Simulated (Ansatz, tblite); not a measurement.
**B5N4 zinc blende ring disc (B₅N₄H₁₆−): rung by rung**

Aim: run the singlet of B5N4 zinc blende ring disc (B₅N₄H₁₆−) at one geometry on many levels, and compare frontier levels, spin and run time.

Program: Ansatz 0.2.0, Gaussian basis. Level of theory: as each input shows. These are calculated values, not measurements.

Plan: GFN1-xTB, GFN2-xTB, PBE-D4/def2-TZVP, r2SCAN-D4/def2-TZVP, HF/def2-TZVP, BLYP-D4/def2-TZVP, ωB97M-V/def2-TZVP, PBE-D4/def2-SVP, PBE0-D4/def2-SVP, HF/STO-3G, HF/6-31G, B3LYP-D4/6-31G, MP2/def2-TZVP, RPA/def2-TZVP.

1 further run of the same task is left out (it didn't finish).

**1. The structure**

The singlet was relaxed beforehand with r2SCAN-D4/def2-SVP.

25 atoms, charge -1, spin multiplicity 1.

Bond lengths: N1–B5 1.570 Å, N1–B6 1.570 Å, N1–B7 1.592 Å, N1–H10 1.021 Å, N2–B6 1.603 Å, N2–B8 1.603 Å, N2–H11 1.022 Å, N2–H12 1.020 Å, N3–B5 1.603 Å, N3–B9 1.603 Å, N3–H13 1.020 Å, N3–H14 1.022 Å, N4–B7 1.592 Å, N4–B8 1.570 Å, N4–B9 1.570 Å, N4–H15 1.021 Å, B5–H16 1.239 Å, B5–H17 1.232 Å and more. Angles: B5–N1–B6 117.8°, B5–N1–B7 111.7°, B5–N1–H10 104.7°, B6–N1–B7 111.7°, B6–N1–H10 104.7°, B7–N1–H10 104.9°, B6–N2–B8 119.2°, B6–N2–H11 109.8°, B6–N2–H12 106.6°, B8–N2–H11 109.7°, B8–N2–H12 106.6°, H11–N2–H12 103.8°, B5–N3–B9 119.1°, B5–N3–H13 106.6°, B5–N3–H14 109.7°, B9–N3–H13 106.6°, B9–N3–H14 109.8°, H13–N3–H14 103.8° and more.

The ion is computed in the gas phase, without counter-ions or solvent.

PBE0-D4/def2-TZVP was run before; its log isn't repeated, and its numbers join the tables.

**2. GFN1-xTB**

Tight binding, by tblite at 300 K electronic temperature and without a spin-polarisation term:

```python
tblite.interface.Calculator('GFN1-xTB', numbers, positions, charge=-1, uhf=0).singlepoint()
```

Energy -783.8772 eV, HOMO -6.12 eV, LUMO 0.45 eV; 0.019 s.

**3. GFN2-xTB**

Tight binding, by tblite at 300 K electronic temperature and without a spin-polarisation term:

```python
tblite.interface.Calculator('GFN2-xTB', numbers, positions, charge=-1, uhf=0).singlepoint()
```

Energy -719.9826 eV, HOMO -5.44 eV, LUMO 3.93 eV; 0.012 s.

**4. PBE-D4/def2-TZVP**

start.molden holds the orbitals of an earlier run on this state, given as this run's starting guess.

Input file in.yaml:

```yaml
crystal:
  periodic: [false, false, false]
  atoms:
    - {symbol: N, position_ang: [-0.893843, -0.896248, 0.650647]}
    - {symbol: N, position_ang: [1.116013, -1.109333, -0.928833]}
    - {symbol: N, position_ang: [-1.113703, 1.107499, -0.931979]}
    - {symbol: N, position_ang: [0.892498, 0.897262, 0.651123]}
    - {symbol: B, position_ang: [-1.928865, -0.030262, -0.150888]}
    - {symbol: B, position_ang: [-0.024520, -1.926793, -0.153365]}
    - {symbol: B, position_ang: [-0.000377, -0.000069, 1.616307]}
    - {symbol: B, position_ang: [1.928642, 0.032032, -0.149626]}
    - {symbol: B, position_ang: [0.022848, 1.927077, -0.153565]}
    - {symbol: H, position_ang: [-1.463173, -1.469207, 1.275503]}
    - {symbol: H, position_ang: [0.738300, -0.730210, -1.798975]}
    - {symbol: H, position_ang: [1.804311, -1.795102, -1.240552]}
    - {symbol: H, position_ang: [-1.800436, 1.791937, -1.250003]}
    - {symbol: H, position_ang: [-0.731607, 0.724488, -1.798557]}
    - {symbol: H, position_ang: [1.461034, 1.470631, 1.276327]}
    - {symbol: H, position_ang: [-2.538359, -0.702379, -0.994233]}
    - {symbol: H, position_ang: [-2.702047, 0.544330, 0.616385]}
    - {symbol: H, position_ang: [-0.693905, -2.532794, -1.001357]}
    - {symbol: H, position_ang: [0.547821, -2.703334, 0.612314]}
    - {symbol: H, position_ang: [0.723499, -0.721218, 2.307839]}
    - {symbol: H, position_ang: [-0.723597, 0.720118, 2.309479]}
    - {symbol: H, position_ang: [2.703882, -0.539116, 0.618198]}
    - {symbol: H, position_ang: [2.535922, 0.703789, -0.994833]}
    - {symbol: H, position_ang: [-0.553319, 2.701148, 0.611686]}
    - {symbol: H, position_ang: [0.693001, 2.535762, -0.999040]}
basis:
  gaussian: {orbitals: def2-TZVP, initial_orbitals: start.molden}
total_charge: -1
hamiltonian: {xc: pbe, dispersion: d4}
scf: {omitted_lower_state_checks: [starts]}
output: {forces: true, orbitals: {seedname: orbitals}}
```

On the command line:

```console
ansatz run in.yaml --threads 2 --pin off --events-out ev --progress --plain --max-ram 32768MiB --backend cuda --devices 0, --max-vram 18GiB
```

After this run come: r2SCAN-D4/def2-TZVP; HF/def2-TZVP; BLYP-D4/def2-TZVP; ωB97M-V/def2-TZVP; PBE-D4/def2-SVP; PBE0-D4/def2-SVP; HF/STO-3G; HF/6-31G; B3LYP-D4/6-31G; MP2/def2-TZVP; RPA/def2-TZVP.

**Question.** What will the summary of the whole plan be? Wanted: gap in def2-TZVP, named functionals and Hartree-Fock, smallest and largest; correlation energy, MP2/def2-TZVP; PBE0 total energy, smallest basis above largest.

The runs gave:

| quantity | value |
| --- | --- |
| gap in def2-TZVP, named functionals and Hartree-Fock, smallest and largest | 4.59 eV (BLYP-D4), 12.65 eV (HF) |
| correlation energy, MP2/def2-TZVP | -39.70 eV |
| PBE0 total energy, smallest basis above largest | 10.21 eV (def2-SVP, def2-TZVP) |

What this shows: Over the named functionals and Hartree-Fock in def2-TZVP the gap runs from 4.59 eV (BLYP-D4) to 12.65 eV (HF); exact exchange widens it.
